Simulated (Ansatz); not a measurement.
# CH5FGeN radical: small, medium and large basis sets

An exercise on one series of results from a longer session: the logs are not shown, and one member is left open.

The runs use Ansatz 0.2.0, Gaussian basis; one geometry, several basis sets.

Plan: PBE0-D4/def2-SVP; ωB97M-V/def2-SVP; PBE0-D4/def2-QZVPP; ωB97M-V/def2-QZVPP; the functionals' def2-TZVPP values are taken from earlier runs.

### The geometry

All runs share one geometry, relaxed beforehand with PBE0-D4 in a triple-zeta def2 set.

9 atoms, charge 0, spin multiplicity 2.

Atoms are counted from 1 here; the program's logs count them from 0.

Bond lengths: C1–N2 1.446 Å, C1–H5 1.097 Å, C1–H6 1.093 Å, C1–H7 1.094 Å, N2–Ge3 1.833 Å, N2–H8 1.011 Å, Ge3–F4 1.753 Å, Ge3–H9 1.568 Å. Angles: N2–C1–H5 114.0°, N2–C1–H6 109.8°, N2–C1–H7 110.0°, H5–C1–H6 107.8°, H5–C1–H7 107.9°, H6–C1–H7 107.1°, C1–N2–Ge3 122.0°, C1–N2–H8 113.4°, Ge3–N2–H8 114.8°, N2–Ge3–F4 101.9°, N2–Ge3–H9 106.2°, F4–Ge3–H9 106.7°.

Set-up of the first run:

The input, in.yaml:

```yaml
crystal:
  periodic: [false, false, false]
  atoms:
    - {symbol: C, position_ang: [-0.507159, 0.839983, -0.796502]}
    - {symbol: N, position_ang: [0.182606, -0.356471, -0.366463]}
    - {symbol: Ge, position_ang: [0.159694, -0.915765, 1.378923]}
    - {symbol: F, position_ang: [1.272355, -2.269400, 1.340204]}
    - {symbol: H, position_ang: [-1.567516, 0.684482, -1.028684]}
    - {symbol: H, position_ang: [-0.444899, 1.603261, -0.016620]}
    - {symbol: H, position_ang: [-0.023751, 1.251692, -1.687724]}
    - {symbol: H, position_ang: [0.160817, -1.100362, -1.050598]}
    - {symbol: H, position_ang: [0.856252, 0.216380, 2.210265]}
basis:
  gaussian: {orbitals: def2-SVP}
magnetization: {spin_polarized: true, initial_magnetization: 1}
hamiltonian: {xc: pbe0, dispersion: d4}
output: {orbitals: {seedname: orbitals}}
```

Run with:

```bash
$ ansatz run in.yaml --threads 4 --pin off --events-out ev --progress --plain --max-ram 10444MiB
```

Among the steps run: PBE0-D4 in def2-SVP; ωB97M-V in def2-SVP; PBE0-D4 in def2-QZVPP; ωB97M-V in def2-QZVPP.

One table of the session follows, with a row left open; its other results are not shown here.

It belongs to the step «Functionals by basis». 

| functional | basis | HOMO (eV) | LUMO (eV) |
| --- | --- | --- | --- |
| PBE0-D4 | def2-SVP | -5.84 | -2.67 |
| PBE0-D4 | def2-TZVPP | -5.98 | -2.76 |
| PBE0-D4 | def2-QZVPP | ? | ? |
| ωB97M-V | def2-SVP | -7.88 | -0.81 |
| ωB97M-V | def2-TZVPP | -8.02 | -0.96 |
| ωB97M-V | def2-QZVPP | -8.07 | -1.09 |

**Question.** Estimate the row for PBE0-D4, def2-QZVPP.

As computed: HOMO (eV): -6.03; LUMO (eV): -2.83. In the column «HOMO (eV)» it lies between ωB97M-V, def2-SVP (-7.88) and PBE0-D4, def2-TZVPP (-5.98).
